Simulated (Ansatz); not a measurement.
**Ge started on an Al site and Ge started on an Al site in wurtzite AlN, 96 atoms, charge 0**

Aim: let the atoms about the defect relax, then find its formation energy and its levels in the gap by PBEsol, HSE06 and r²SCAN.

Program: Ansatz 0.2.0, PAW, plane waves. These are calculated values, not measurements.

## 1. Starting point

96 atoms (46 Al, 2 Ge, 48 N); a = 9.341 Å, b = 10.787 Å, c = 9.967 Å, α = 90.00°, β = 90.00°, γ = 90.00°. All atoms were shaken off their sites by about 0.02 Å along each axis. Defect site 1: (0.500, 0.417, 0.498). Defect site 2: (0.500, 0.083, 0.248).

Plan of the steps: (2) PBEsol relaxation at the single k point (¼, ¼, ¼), on 1 × NVIDIA H100 80GB HBM3 with 2 threads of AMD EPYC 7R13; (3) HSE06 single point at the single k point (¼, ¼, ¼), on 1 × NVIDIA H100 80GB HBM3 with 2 threads of AMD EPYC 7R13; (4) r²SCAN single point at the single k point (¼, ¼, ¼), on 1 × NVIDIA H100 80GB HBM3 with 2 threads of AMD EPYC 7R13.

## 2. Relaxation of the positions (PBEsol)

File in.yaml:

```yaml
crystal:
  lattice:
    - [9.341448, 0.000000, 0.000000]
    - [0.000000, 10.786575, 0.000000]
    - [0.000000, 0.000000, 9.967057]
  atoms:
    - { symbol: Al, position: [0.165720, 0.083714, 0.249588] }
    - { symbol: Al, position: [0.167807, 0.083892, 0.748470] }
    - { symbol: Al, position: [0.998860, 0.338267, 0.246952] }
    - { symbol: Al, position: [0.001653, 0.333608, 0.749765] }
    - { symbol: Al, position: [0.498287, 0.079929, 0.749286] }
    - { symbol: Al, position: [0.337000, 0.331297, 0.247242] }
    - { symbol: Al, position: [0.333196, 0.332912, 0.745789] }
    - { symbol: Al, position: [0.165867, 0.583585, 0.246922] }
    - { symbol: Al, position: [0.168329, 0.584024, 0.746970] }
    - { symbol: Al, position: [0.000557, 0.833177, 0.250753] }
    - { symbol: Al, position: [0.003550, 0.833336, 0.746049] }
    - { symbol: Al, position: [0.830321, 0.085998, 0.249922] }
    - { symbol: Al, position: [0.829887, 0.083683, 0.750651] }
    - { symbol: Al, position: [0.666359, 0.329408, 0.252973] }
    - { symbol: Al, position: [0.664150, 0.333373, 0.743432] }
    - { symbol: Al, position: [0.502696, 0.583869, 0.247774] }
    - { symbol: Al, position: [0.494986, 0.585963, 0.744012] }
    - { symbol: Al, position: [0.330191, 0.834095, 0.245685] }
    - { symbol: Al, position: [0.332732, 0.832509, 0.747546] }
    - { symbol: Al, position: [0.833053, 0.581865, 0.250250] }
    - { symbol: Al, position: [0.833733, 0.588033, 0.749653] }
    - { symbol: Al, position: [0.668190, 0.834064, 0.248800] }
    - { symbol: Al, position: [0.664989, 0.833468, 0.749028] }
    - { symbol: Al, position: [0.996937, 0.165624, 0.498923] }
    - { symbol: Al, position: [0.999394, 0.165428, 0.998125] }
    - { symbol: Al, position: [0.331639, 0.169512, 0.498921] }
    - { symbol: Al, position: [0.337678, 0.164863, 0.998814] }
    - { symbol: Al, position: [0.164615, 0.416149, 0.496001] }
    - { symbol: Al, position: [0.168260, 0.417178, 0.993682] }
    - { symbol: Al, position: [0.001715, 0.667523, 0.496712] }
    - { symbol: Al, position: [0.001136, 0.670990, 0.997453] }
    - { symbol: Al, position: [0.669321, 0.167525, 0.499981] }
    - { symbol: Al, position: [0.665786, 0.167266, 0.998864] }
    - { symbol: Al, position: [0.501849, 0.416836, 0.996688] }
    - { symbol: Al, position: [0.333160, 0.664414, 0.496886] }
    - { symbol: Al, position: [0.334842, 0.667171, 0.998487] }
    - { symbol: Al, position: [0.165948, 0.920295, 0.498470] }
    - { symbol: Al, position: [0.167225, 0.914827, 0.997874] }
    - { symbol: Al, position: [0.832417, 0.414445, 0.496267] }
    - { symbol: Al, position: [0.830987, 0.418023, 0.995401] }
    - { symbol: Al, position: [0.668280, 0.667458, 0.497074] }
    - { symbol: Al, position: [0.666476, 0.666485, 0.999781] }
    - { symbol: Al, position: [0.499075, 0.920678, 0.497680] }
    - { symbol: Al, position: [0.498931, 0.916222, 0.001040] }
    - { symbol: Al, position: [0.835593, 0.918915, 0.499191] }
    - { symbol: Al, position: [0.833862, 0.917659, 0.001622] }
    - { symbol: Ge, position: [0.500325, 0.083583, 0.248743] }
    - { symbol: Ge, position: [0.503873, 0.413292, 0.496048] }
    - { symbol: N, position: [0.002325, 0.165306, 0.189908] }
    - { symbol: N, position: [0.003756, 0.167503, 0.690236] }
    - { symbol: N, position: [0.328407, 0.164655, 0.187695] }
    - { symbol: N, position: [0.335471, 0.166560, 0.688118] }
    - { symbol: N, position: [0.165402, 0.420769, 0.188796] }
    - { symbol: N, position: [0.164813, 0.416317, 0.691051] }
    - { symbol: N, position: [0.000909, 0.667269, 0.187380] }
    - { symbol: N, position: [0.001729, 0.662851, 0.690534] }
    - { symbol: N, position: [0.666979, 0.167047, 0.185940] }
    - { symbol: N, position: [0.668942, 0.166871, 0.690013] }
    - { symbol: N, position: [0.501868, 0.414226, 0.184112] }
    - { symbol: N, position: [0.500441, 0.419176, 0.690972] }
    - { symbol: N, position: [0.334670, 0.665767, 0.188705] }
    - { symbol: N, position: [0.327562, 0.665830, 0.691767] }
    - { symbol: N, position: [0.164874, 0.916094, 0.186757] }
    - { symbol: N, position: [0.168652, 0.916490, 0.691463] }
    - { symbol: N, position: [0.835480, 0.416748, 0.189489] }
    - { symbol: N, position: [0.835952, 0.415192, 0.693223] }
    - { symbol: N, position: [0.666723, 0.665763, 0.189494] }
    - { symbol: N, position: [0.667454, 0.663531, 0.692180] }
    - { symbol: N, position: [0.502260, 0.917257, 0.191350] }
    - { symbol: N, position: [0.501466, 0.916963, 0.688425] }
    - { symbol: N, position: [0.835495, 0.916666, 0.185442] }
    - { symbol: N, position: [0.830533, 0.918546, 0.690069] }
    - { symbol: N, position: [0.167982, 0.080276, 0.440820] }
    - { symbol: N, position: [0.166937, 0.081767, 0.936232] }
    - { symbol: N, position: [0.000604, 0.334090, 0.436515] }
    - { symbol: N, position: [0.000348, 0.331547, 0.942211] }
    - { symbol: N, position: [0.501038, 0.085503, 0.443887] }
    - { symbol: N, position: [0.499077, 0.084520, 0.939684] }
    - { symbol: N, position: [0.328921, 0.331833, 0.440805] }
    - { symbol: N, position: [0.337456, 0.332323, 0.941536] }
    - { symbol: N, position: [0.168969, 0.584611, 0.438016] }
    - { symbol: N, position: [0.167121, 0.583243, 0.940195] }
    - { symbol: N, position: [0.004282, 0.836170, 0.440998] }
    - { symbol: N, position: [0.000905, 0.830723, 0.942249] }
    - { symbol: N, position: [0.834017, 0.082438, 0.440545] }
    - { symbol: N, position: [0.832926, 0.082525, 0.940552] }
    - { symbol: N, position: [0.664484, 0.330835, 0.443608] }
    - { symbol: N, position: [0.666422, 0.331464, 0.936350] }
    - { symbol: N, position: [0.498105, 0.584108, 0.438708] }
    - { symbol: N, position: [0.501379, 0.582430, 0.942965] }
    - { symbol: N, position: [0.331570, 0.833690, 0.436245] }
    - { symbol: N, position: [0.331270, 0.833913, 0.941325] }
    - { symbol: N, position: [0.834781, 0.582978, 0.440448] }
    - { symbol: N, position: [0.836654, 0.580668, 0.943142] }
    - { symbol: N, position: [0.669819, 0.836320, 0.437061] }
    - { symbol: N, position: [0.669594, 0.833625, 0.940352] }
  symmetry: { detect: false }
kpoints:
  mp_grid: { grid: [1, 1, 1], shift: [0.25, 0.25, 0.25] }
hamiltonian:
  xc: pbesol
scf:
  occupations: { method: fermi_dirac, width: 0.01 }
relax:
  f_tol: 0.03
  max_steps: 80
  escape_saddle: false
  adjacent_minimum: "off"
output:
  forces: true
  eigenvalues: true
  populations: true
  write_density: true
  write_potential: true
  elf: true
  volumetric_format: npy
```

Run with:

```sh
$ ansatz run in.yaml --threads 2 --pin off --max-ram 30400MiB --runs-dir r --events-out ev --progress --plain --backend cuda --devices 0, --max-vram 18GiB
```

After this run come: HSE06 on the final geometry; r²SCAN single point.

Q: Predict the outcome of this session. Wanted: for each run, formation energy; host gap; top filled to lowest empty.

**Answer**, as computed:

```
             level        time  formation energy (eV)  host gap (eV)  top filled to lowest empty (eV)
PBEsol, relaxation  63 s (GPU)                   8.41           4.09                             2.08
             HSE06  53 s (GPU)                   9.31           5.55                             3.10
            r²SCAN  12 s (GPU)                   9.56           4.81                             2.50
```

| quantity | value |
| --- | --- |
| relaxation | 15 recorded steps, 2.91 eV gained |
| largest shift | 0.84 Å (N60) |

Relaxation gains 2.91 eV, with shifts up to 0.84 Å (N60). The formation energy goes from 8.41 eV (PBEsol) to 9.56 eV (r²SCAN). The reservoirs are the elements' reference phases; where the defect changes the composition, the value depends on that choice. r²SCAN puts 2 localised levels over 0.1 eV inside the gap, at 0.18 (filled), 2.75 (filled) eV, the tightest of them shared by about 6 atoms. Those within 0.2 eV of an edge lie within the error of lining up the edges. The price of HSE06 is about 4.5 times the time of r²SCAN here. The host's edges were read at Γ, so band-like levels at this k point need not coincide with them. One k point and a cell of this size can leave errors of several tenths of an eV.
